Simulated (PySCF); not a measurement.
# sulfuryl bromide fluoride (BrFO2S): electronic excitations and core binding energies

Wanted: the electronic excitations and core binding energies of sulfuryl bromide fluoride (BrFO2S) (`O=S(=O)(F)Br`), by calculation.

Programs: PySCF 2.14.0, with density-fitted response routines of our own. Each step states its level of theory. These are calculated values for one molecule in the gas phase, unless marked as measured. Atoms count from 0, in the outputs and in this text.

### 1 The molecule as given

5 atoms, charge 0, multiplicity 1; geometry from: GFN2-xTB.

Bonds of the start (Å): O0–S1 1.41, S1–O2 1.41, S1–F3 1.62, S1–Br4 2.16.

### 2 Excited states and response: PBE0/def2-SVPD

The job: settings as JSON, then the geometry in Å.

```
{"job": {"kind": "uv", "xc": "PBE0", "basis": "def2-SVPD", "nstates": 8, "ntriplets": 3}, "charge": 0, "multiplicity": 1}
O     -0.488284     1.419753    -0.336692
S     -0.165312     0.056210    -0.176077
O     -0.459470    -0.941733    -1.128436
F     -0.791416    -0.427010     1.240574
Br     1.913104    -0.104368     0.383446
```

With the program's defaults for keys left out, this is: TDDFT PBE0/def2-SVPD, vertical, gas phase, core orbitals frozen in the response.

On the command line:

```
$ OMP_NUM_THREADS=1 python probes_run.py task.json out
```

One launch serves the whole session: the jobs run in the order shown.

What it wrote:

```text
coarse grid: 29312 points
cycle   1  E = -3221.0380306472  dE =  4.730e-01  |g| = 1.118e+00  |ddm| = 3.153e+00
cycle   2  E = -3220.3692560116  dE =  6.688e-01  |g| = 2.191e+00  |ddm| = 2.863e+00
cycle   3  E = -3221.2679578721  dE = -8.987e-01  |g| = 2.125e-01  |ddm| = 2.031e+00
cycle   4  E = -3221.2750291793  dE = -7.071e-03  |g| = 1.099e-01  |ddm| = 2.617e-01
cycle   5  E = -3221.2770698139  dE = -2.041e-03  |g| = 1.540e-02  |ddm| = 7.597e-02
cycle   6  E = -3221.2771257080  dE = -5.589e-05  |g| = 6.747e-03  |ddm| = 2.770e-02
cycle   7  E = -3221.2771343885  dE = -8.681e-06  |g| = 1.033e-03  |ddm| = 8.165e-03
final grid: 58840 points
cycle   8  E = -3221.2771842589  dE =  2.366e-07  |g| = 1.466e-03  |ddm| = 3.171e-03
cycle   9  E = -3221.2771834846  dE =  7.743e-07  |g| = 2.332e-03  |ddm| = 4.368e-03
cycle  10  E = -3221.2771848151  dE = -1.331e-06  |g| = 2.726e-04  |ddm| = 2.612e-03
cycle  11  E = -3221.2771848303  dE = -1.514e-08  |g| = 3.787e-05  |ddm| = 2.650e-04
cycle  12  E = -3221.2771848306  dE = -3.029e-10  |g| = 3.710e-06  |ddm| = 4.462e-05
converged SCF energy = -3221.2771848306

Static polarisability (au): isotropic 49.744, principal 42.077 44.944 62.212

Singlet excitations
state   eV       nm        f      main configurations
  1   4.9633    249.8   0.00154   H->L 0.99
  2   5.2042    238.2   0.00099   H-1->L 0.99
  3   6.1289    202.3   0.00006   H-2->L 0.99
  4   7.0163    176.7   0.00164   H-4->L 0.98
  5   7.2481    171.1   0.16699   H-3->L 0.77, H-1->L+1 0.17
  6   7.5223    164.8   0.00002   H->L+1 0.93
  7   7.8547    157.8   0.01217   H-5->L 0.97
  8   8.2946    149.5   0.17435   H-1->L+1 0.78, H-3->L 0.12

Triplet excitations (Tamm-Dancoff, eV): 4.2523 4.4888 5.6542
```

Run time: 17 s. Hardware: 1 thread of Arm Neoverse N1, shared host; peak memory 0.55 GiB.

Frontier orbitals and where they lie:

```csv
orbital,eV,atoms
HOMO−3,-11.21,"Br4 35 %, O0 24 %, O2 24 %"
HOMO−2,-10.84,"O2 40 %, O0 40 %, F3 12 %"
HOMO−1,-9.92,"Br4 83 %, S1 5 %, F3 5 %"
HOMO,-9.64,"Br4 74 %, O0 12 %, O2 12 %"
LUMO,-3.03,"Br4 50 %, S1 24 %, F3 9 %"
LUMO+1,-0.50,"S1 34 %, F3 18 %, O0 17 %"
LUMO+2,0.10,"S1 44 %, Br4 28 %, O2 11 %"
```

With each of the 8 states as a Gaussian band of 0.4 eV half-width at 1/e, the curve within the window shown has maxima at 245 nm (ε 94), 171 nm (ε 6,900), 149 nm (ε 7,200) L/(mol cm). Beyond the last state computed it falls off for lack of states. The curve at chosen wavelengths:

```tsv
nm	ε (L/mol/cm)
144	4039
150	7174
155	4557
161	3141
166	5435
172	6746
177	4596
183	1623
188	458
194	70
200	10
205	4
211	5
216	9
222	23
227	41
233	66
239	86
244	94
250	89
255	77
261	57
266	41
272	25
277	15
283	8
```

Further results of this job:

```csv
property,computed
dipole moment (D),1.85
polarisability (Å³),7.37
HOMO–LUMO gap (eV),6.60
−ε(HOMO) (eV),9.64
```

### 3 Core-electron binding energies: SCAN, X2C

The job: settings as JSON, then the geometry in Å.

```
{"job": {"kind": "xps"}, "charge": 0, "multiplicity": 1}
O     -0.488284     1.419753    -0.336692
S     -0.165312     0.056210    -0.176077
O     -0.459470    -0.941733    -1.128436
F     -0.791416    -0.427010     1.240574
Br     1.913104    -0.104368     0.383446
```

Method: delta-SCF UKS SCAN, pcX-2 on the ionised atom, pcseg-1 elsewhere, spin-free X2C.

What it wrote:

```text
ground state, core basis on atom 0 (O), 118 functions
  cycle   1  E = -3247.87972119  |g| = 1.20e+00
  cycle   2  E = -3246.45377662  |g| = 2.92e+00
  cycle   3  E = -3248.09985904  |g| = 4.47e-01
  cycle   4  E = -3248.13304275  |g| = 2.18e-01
  cycle   5  E = -3248.14036088  |g| = 6.44e-02
  cycle   6  E = -3248.14101478  |g| = 3.95e-02
  cycle   7  E = -3248.14132509  |g| = 9.66e-03
  cycle   8  E = -3248.14133363  |g| = 5.16e-03
  cycle   9  E = -3248.14134299  |g| = 7.48e-04
  cycle  10  E = -3248.14134170  |g| = 1.06e-04
  E(ground) = -3248.30535761 Eh
hole in O 1s of atom 0
  cycle   1  E = -3227.46961992  |g| = 2.23e+00
  cycle   2  E = -3226.49053946  |g| = 2.48e+00
  cycle   3  E = -3227.98758925  |g| = 8.72e-01
  cycle   4  E = -3228.05900535  |g| = 7.90e-01
  cycle   5  E = -3228.27344628  |g| = 2.43e-01
  cycle   6  E = -3228.29607154  |g| = 1.09e-01
  cycle   7  E = -3228.30037873  |g| = 2.37e-02
  cycle   8  E = -3228.30056373  |g| = 1.41e-02
  cycle   9  E = -3228.30066727  |g| = 2.68e-03
  cycle  10  E = -3228.30066968  |g| = 6.24e-04
  cycle  11  E = -3228.30067267  |g| = 1.72e-04
  E(ion) = -3228.46566915 Eh   <S^2> = 0.7656   hole on atom = 1.000   binding energy = 539.865 eV
ground state, core basis on atom 1 (S), 129 functions
  cycle   1  E = -3248.31744144  |g| = 4.28e-01
  cycle   2  E = -3248.30745010  |g| = 2.64e-01
  cycle   3  E = -3248.29673631  |g| = 3.49e-01
  cycle   4  E = -3248.31957852  |g| = 5.77e-02
  cycle   5  E = -3248.32020695  |g| = 1.22e-02
  cycle   6  E = -3248.32023060  |g| = 5.04e-03
  cycle   7  E = -3248.32023522  |g| = 1.90e-03
  cycle   8  E = -3248.32023798  |g| = 6.34e-04
  cycle   9  E = -3248.32023784  |g| = 2.93e-04
  E(ground) = -3248.46974577 Eh
hole in S 1s of atom 1
  cycle   1  E = -3155.80358764  |g| = 5.08e+00
  cycle   2  E = -3154.01605088  |g| = 3.24e+00
  cycle   3  E = -3154.67454834  |g| = 2.07e+00
  cycle   4  E = -3156.77206758  |g| = 7.42e-01
  cycle   5  E = -3156.49425717  |g| = 9.16e-01
  cycle   6  E = -3156.98094366  |g| = 7.15e-02
  cycle   7  E = -3156.98186297  |g| = 4.58e-02
  cycle   8  E = -3156.98292138  |g| = 1.28e-02
  cycle   9  E = -3156.98286928  |g| = 1.74e-02
  cycle  10  E = -3156.98298856  |g| = 2.84e-03
  cycle  11  E = -3156.98299249  |g| = 1.63e-03
  cycle  12  E = -3156.98299517  |g| = 3.14e-04
  E(ion) = -3157.12542478 Eh   <S^2> = 0.7521   hole on atom = 1.000   binding energy = 2485.606 eV
hole in S 2p of atom 1
  cycle   1  E = -3241.38854265  |g| = 1.56e+00
  cycle   2  E = -3239.89340688  |g| = 2.36e+00
  cycle   3  E = -3241.54988663  |g| = 7.04e-01
  cycle   4  E = -3241.77800826  |g| = 2.59e-01
  cycle   5  E = -3241.78303409  |g| = 2.58e-01
  cycle   6  E = -3241.80651634  |g| = 3.16e-02
  cycle   7  E = -3241.80646280  |g| = 3.07e-02
  cycle   8  E = -3241.80697877  |g| = 6.13e-03
  cycle   9  E = -3241.80699880  |g| = 2.19e-03
  cycle  10  E = -3241.80699752  |g| = 2.58e-03
  cycle  11  E = -3241.80699974  |g| = 6.91e-04
  cycle  12  E = -3241.80699954  |g| = 2.01e-04
  E(ion) = -3241.96454564 Eh   <S^2> = 0.7536   hole on atom = 1.001   binding energy = 177.016 eV
  2p3/2 = 176.718 eV   2p1/2 = 177.959 eV
ground state, core basis on atom 3 (F), 118 functions
  cycle   1  E = -3248.14983829  |g| = 1.48e-01
  cycle   2  E = -3248.14380976  |g| = 2.02e-01
  cycle   3  E = -3248.15057651  |g| = 7.48e-02
  cycle   4  E = -3248.15139188  |g| = 2.67e-02
  cycle   5  E = -3248.15157475  |g| = 2.52e-03
  cycle   6  E = -3248.15157541  |g| = 1.04e-03
  cycle   7  E = -3248.15157977  |g| = 4.88e-04
  E(ground) = -3248.32239768 Eh
hole in F 1s of atom 3
  cycle   1  E = -3221.72751710  |g| = 2.59e+00
  cycle   2  E = -3221.36239172  |g| = 2.33e+00
  cycle   3  E = -3222.39099483  |g| = 7.88e-01
  cycle   4  E = -3222.48434616  |g| = 6.51e-01
  cycle   5  E = -3222.63903460  |g| = 1.14e-01
  cycle   6  E = -3222.64464682  |g| = 6.41e-02
  cycle   7  E = -3222.64723348  |g| = 1.18e-02
  cycle   8  E = -3222.64723926  |g| = 1.20e-02
  cycle   9  E = -3222.64729642  |g| = 2.76e-03
  cycle  10  E = -3222.64729916  |g| = 5.31e-04
  cycle  11  E = -3222.64729864  |g| = 2.39e-04
  E(ion) = -3222.82245060 Eh   <S^2> = 0.7589   hole on atom = 1.000   binding energy = 693.889 eV
```

It took 17 s on 1 thread of Arm Neoverse N1, shared host; peak memory 0.39 GiB.

The holes in one table. −ε is the ground-state orbital energy:

```csv
hole,stands for,environment,ΔSCF (eV; 2p as the shell's mean),−ε (eV),⟨S²⟩
O1s on O0,"O0, O2",S=O oxygen,539.87,518.5,0.766
S1s on S1,S1,sulfonyl sulfur,2485.61,2422.5,0.752
S2p on S1,S1,sulfonyl sulfur,177.13,164.9,0.754
F1s on F3,F3,fluorine bonded to S,693.89,668.6,0.759
```

Each hole run stands for the others of its class of like atoms.

With the spin-orbit splitting: S1 2p3/2 176.72, 2p1/2 177.96 eV. The table gives each 2p level as the mean over the whole 2p shell (two parts 2p3/2, one part 2p1/2), which differs a little from the single hole in the log.

### 4 Outcome

```
                                quantity                        value
         lowest singlet (PBE0/def2-SVPD)  4.96 eV (250 nm), f = 0.002
brightest single state of those computed  state 8, 8.29 eV, f = 0.174
                          lowest triplet                      4.25 eV
        O1s binding energies, SCAN/pcX-2                 O0 539.87 eV
        S1s binding energies, SCAN/pcX-2                S1 2485.61 eV
        S2p binding energies, SCAN/pcX-2                 S1 177.13 eV
        F1s binding energies, SCAN/pcX-2                 F3 693.89 eV
```

What this shows: The first singlet state (HOMO→LUMO 0.99) lies at 4.96 eV and is weak; of the 8 states computed, the strongest absorption comes from state 8 at 8.29 eV (the last computed, so partners may be missing). The lowest triplet lies 0.71 eV below the lowest singlet (triplets in Tamm-Dancoff, singlets in full TDDFT).
